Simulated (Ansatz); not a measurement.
# CH5FO2Sn: how energies converge with the basis set

How large a basis does CH5FO2Sn need? Two functionals are run in growing sets.

The runs use Ansatz 0.2.0, Gaussian basis; one geometry, several basis sets.

The runs, in order: PBE0-D4/def2-SVP; ωB97M-V/def2-SVP; PBE0-D4/def2-QZVPP; ωB97M-V/def2-QZVPP; the functionals' def2-TZVPP values are taken from earlier runs.

## (1) Structure used throughout

All runs share one geometry, relaxed beforehand with PBE0-D4 in a triple-zeta def2 set. Sn takes the def2 core potential; no spin-orbit term is included.

SMILES `[CH3][Sn]([OH])([OH])[F]`, 10 atoms, charge 0, spin multiplicity 1.

Atoms are counted from 1 here; the program's logs count them from 0.

Bond lengths: C1–Sn2 2.105 Å, C1–H6 1.089 Å, C1–H7 1.089 Å, C1–H8 1.089 Å, Sn2–O3 1.944 Å, Sn2–O4 1.950 Å, Sn2–F5 1.924 Å, O3–H9 0.961 Å, O4–H10 0.961 Å. Angles: Sn2–C1–H6 108.7°, Sn2–C1–H7 108.8°, Sn2–C1–H8 109.0°, H6–C1–H7 110.2°, H6–C1–H8 110.1°, H7–C1–H8 110.0°, C1–Sn2–O3 110.5°, C1–Sn2–O4 116.8°, C1–Sn2–F5 111.5°, O3–Sn2–O4 108.5°, O3–Sn2–F5 107.1°, O4–Sn2–F5 101.7°, Sn2–O3–H9 113.5°, Sn2–O4–H10 111.8°.

Coordinates:

```
C    -1.52484   -0.43419   -0.58946
Sn    0.31711    0.22047    0.19159
O     0.66627   -0.62355    1.90795
O     1.88642   -0.01025   -0.94309
F     0.32325    2.12246    0.48396
H    -2.10193   -0.89154    0.21262
H    -2.05929    0.42350   -0.99481
H    -1.33784   -1.16218   -1.37750
H     1.57293   -0.51883    2.20812
H     2.34103    0.82281   -1.09648
```

## (2) PBE0-D4 in def2-SVP

in.yaml reads:

```yaml
crystal:
  periodic: [false, false, false]
  atoms:
    - {symbol: C, position_ang: [-1.524836, -0.434195, -0.589459]}
    - {symbol: Sn, position_ang: [0.317107, 0.220472, 0.191586]}
    - {symbol: O, position_ang: [0.666274, -0.623555, 1.907951]}
    - {symbol: O, position_ang: [1.886417, -0.010247, -0.943091]}
    - {symbol: F, position_ang: [0.323245, 2.122462, 0.483959]}
    - {symbol: H, position_ang: [-2.101930, -0.891536, 0.212624]}
    - {symbol: H, position_ang: [-2.059293, 0.423498, -0.994811]}
    - {symbol: H, position_ang: [-1.337840, -1.162180, -1.377502]}
    - {symbol: H, position_ang: [1.572929, -0.518828, 2.208120]}
    - {symbol: H, position_ang: [2.341027, 0.822810, -1.096478]}
basis:
  gaussian: {orbitals: def2-SVP}
hamiltonian: {xc: pbe0, dispersion: d4}
output: {orbitals: {seedname: orbitals}}
```

Started as:

```sh
ansatz run in.yaml --threads 4 --pin off --events-out ev --progress --plain --max-ram 10444MiB
```

The log of the run:

```text
Functional definition: PBE0
  name "PBE0"
  cite "Adamo & Barone, J. Chem. Phys. 110, 6158 (1999) doi:10.1063/1.478522"
  cite "Perdew, Burke & Ernzerhof, Phys. Rev. Lett. 77, 3865 (1996) doi:10.1103/PhysRevLett.77.3865"
  parent pbe
  parameter a = 0.25
  parameter kappa = 0.804
  parameter beta = 0.06672455060314922
  exchange = (1 - a)*pbe_x(kappa = kappa, mu = beta*pi^2/3) + a*exact_x
  correlation = pbe_c(beta = beta)
1133 factors; integrals over basis functions are off by at most 1.3e-3 eV
mean field evaluation 1: about -13735.4703 eV, gradient 8.1e1 eV
mean field evaluation 2: about -13719.8735 eV, gradient 1.2e2 eV
mean field evaluation 4: about -13747.7746 eV, gradient 4.9e0 eV
mean field evaluation 8: about -13748.0164 eV, gradient 3.5e-1 eV
mean field evaluation 16: about -13748.0166 eV, gradient 7.3e-5 eV
mean field -13748.01661534 eV, -505.2302918732 hartree, gradient 1.2e-5 eV, S^2 0.000000; 0 other end points of the search recorded, 0 dependent functions left out
reference -13748.01664582 eV, -505.2302929933 hartree; 29, 29 occupied and 78, 78 virtual orbitals, 1133 factors
Total energy: -13748.17733825 eV, -505.2361983314 hartree
```

Run time: 1.4 s. Hardware: 4 threads of Arm Neoverse V1, shared host.

## (3) ωB97M-V in def2-SVP

in.yaml, as its differences from that of step 2:

```diff
@@ -15,3 +15,3 @@
   gaussian: {orbitals: def2-SVP}
-hamiltonian: {xc: pbe0, dispersion: d4}
+hamiltonian: {xc: {name: wB97M-V}}
 output: {orbitals: {seedname: orbitals}}
```

Same command.

The log of the run, cut to the lines that bear on the results:

```text
Functional definition: wB97M-V
  name "wB97M-V"
  cite "Mardirossian & Head-Gordon, J. Chem. Phys. 144, 214110 (2016) doi:10.1063/1.4952647"
  cite "Becke, J. Chem. Phys. 107, 8554 (1997) doi:10.1063/1.475007"
  cite "Vydrov & Van Voorhis, J. Chem. Phys. 133, 244103 (2010) doi:10.1063/1.3521275"
  # Of w^i u^j: cxij and so on, Table III.
[...]
  gx(w, u) = 1 - cx + cx01*u + cx10*w
  gss(w, u) = css00 + css04*u^4 + css10*w + css20*w^2 + css43*w^4*u^3
  gos(w, u) = cos00 + cos10*w + (cos20 + cos21*u)*w^2 + (cos60 + cos61*u)*w^6
[...]
      + integral(e_c_pw_mod_opposite_spin*gos(b97_w_opposite, b97_u_opposite)) + vv10(b, c)
1133 factors; integrals over basis functions are off by at most 1.3e-3 eV
280 factors; integrals over basis functions are off by at most 7.6e-6 eV
[...]
mean field -13752.12968758 eV, -505.3814444903 hartree, gradient 7.7e-5 eV, S^2 0.000000; 0 other end points of the search recorded, 0 dependent functions left out
reference -13752.12973640 eV, -505.3814462843 hartree; 29, 29 occupied and 78, 78 virtual orbitals, 1133 factors
Total energy: -13752.12973640 eV, -505.3814462843 hartree
```

Run time: 6 s. Hardware: 4 threads of Arm Neoverse V1, shared host; peak memory 0.34 GiB.

## (4) PBE0-D4 in def2-QZVPP

in.yaml, as its differences from that of step 3:

```diff
@@ -14,4 +14,4 @@
 basis:
-  gaussian: {orbitals: def2-SVP}
-hamiltonian: {xc: {name: wB97M-V}}
+  gaussian: {orbitals: "def2-QZVPP.json"}
+hamiltonian: {xc: pbe0, dispersion: d4}
 output: {orbitals: {seedname: orbitals}}
```

Launched as before.

The log of the run:

```text
Functional definition: PBE0
  name "PBE0"
  cite "Adamo & Barone, J. Chem. Phys. 110, 6158 (1999) doi:10.1063/1.478522"
  cite "Perdew, Burke & Ernzerhof, Phys. Rev. Lett. 77, 3865 (1996) doi:10.1103/PhysRevLett.77.3865"
  parent pbe
  parameter a = 0.25
  parameter kappa = 0.804
  parameter beta = 0.06672455060314922
  exchange = (1 - a)*pbe_x(kappa = kappa, mu = beta*pi^2/3) + a*exact_x
  correlation = pbe_c(beta = beta)
1497 factors; their error is unknown
mean field evaluation 1: about -13743.5669 eV, gradient 9.6e1 eV
mean field evaluation 2: about -13719.5476 eV, gradient 1.5e2 eV
mean field evaluation 4: about -13759.0311 eV, gradient 7.6e0 eV
mean field evaluation 8: about -13759.1402 eV, gradient 4.0e-1 eV
mean field evaluation 16: about -13759.2064 eV, gradient 5.9e-5 eV
mean field -13759.20644850 eV, -505.6415106574 hartree, gradient 3.9e-5 eV, S^2 0.000000; 0 other end points of the search recorded, 0 dependent functions left out
reference -13759.20649285 eV, -505.6415122870 hartree; 29, 29 occupied and 431, 431 virtual orbitals, 1497 factors
Total energy: -13759.36718528 eV, -505.6474176251 hartree
```

Wall time 9.5 s (4 threads of Arm Neoverse V1, shared host); peak memory 1.5 GiB.

## (5) ωB97M-V in def2-QZVPP

in.yaml, as its differences from that of step 4:

```diff
@@ -15,3 +15,3 @@
   gaussian: {orbitals: "def2-QZVPP.json"}
-hamiltonian: {xc: pbe0, dispersion: d4}
+hamiltonian: {xc: {name: wB97M-V}}
 output: {orbitals: {seedname: orbitals}}
```

Launched as before.

The log of the run, cut to the lines that bear on the results:

```text
Functional definition: wB97M-V
  name "wB97M-V"
  cite "Mardirossian & Head-Gordon, J. Chem. Phys. 144, 214110 (2016) doi:10.1063/1.4952647"
  cite "Becke, J. Chem. Phys. 107, 8554 (1997) doi:10.1063/1.475007"
  cite "Vydrov & Van Voorhis, J. Chem. Phys. 133, 244103 (2010) doi:10.1063/1.3521275"
  # Of w^i u^j: cxij and so on, Table III.
[...]
  gx(w, u) = 1 - cx + cx01*u + cx10*w
  gss(w, u) = css00 + css04*u^4 + css10*w + css20*w^2 + css43*w^4*u^3
  gos(w, u) = cos00 + cos10*w + (cos20 + cos21*u)*w^2 + (cos60 + cos61*u)*w^6
[...]
      + integral(e_c_pw_mod_opposite_spin*gos(b97_w_opposite, b97_u_opposite)) + vv10(b, c)
1480 factors; their error is unknown
361 factors; integrals over basis functions are off by at most 6.6e-6 eV
[...]
mean field -13763.58422791 eV, -505.8023910833 hartree, gradient 2.8e-5 eV, S^2 0.000000; 0 other end points of the search recorded, 0 dependent functions left out
reference -13763.58430057 eV, -505.8023937534 hartree; 29, 29 occupied and 431, 431 virtual orbitals, 1480 factors
Total energy: -13763.58430057 eV, -505.8023937534 hartree
```

It took 21 s on 4 threads of Arm Neoverse V1, shared host; peak memory 1.9 GiB.

## (6) Density functionals: the series

The def2-TZVPP values come from earlier runs at the same geometry.

```
functional       basis  functions  energy (eV)  from the largest (eV)  HOMO (eV)  LUMO (eV)
   PBE0-D4    def2-SVP        107  -13748.1773                 11.190      -8.53      -0.69
   PBE0-D4  def2-TZVPP        244  -13758.8094                  0.558      -8.80      -1.03
   PBE0-D4  def2-QZVPP        460  -13759.3672                  0.000      -8.85      -1.18
   ωB97M-V    def2-SVP        107  -13752.1297                 11.455     -10.92       1.29
   ωB97M-V  def2-TZVPP        244  -13763.0470                  0.537     -11.20       0.85
   ωB97M-V  def2-QZVPP        460  -13763.5843                  0.000     -11.25       0.49
```

## (7) Summary of results

| quantity | value |
| --- | --- |
| PBE0-D4: double and triple zeta above quadruple | 11.19, 0.56 eV |
| ωB97M-V: double and triple zeta above quadruple | 11.45, 0.54 eV |

What this shows: For PBE0-D4 the step from double to triple zeta gains 10.63 eV and the next only 0.56 eV. These are total energies; as a rule much of such shifts cancels in differences, which this series doesn't test. The LUMO of ωB97M-V is positive and keeps falling with the basis (1.29 to 0.49 eV): an unbound level that the basis holds in place.

For PBE0-D4 the largest set took about 7 times as long as the smallest (9.5 s against 1.4 s).
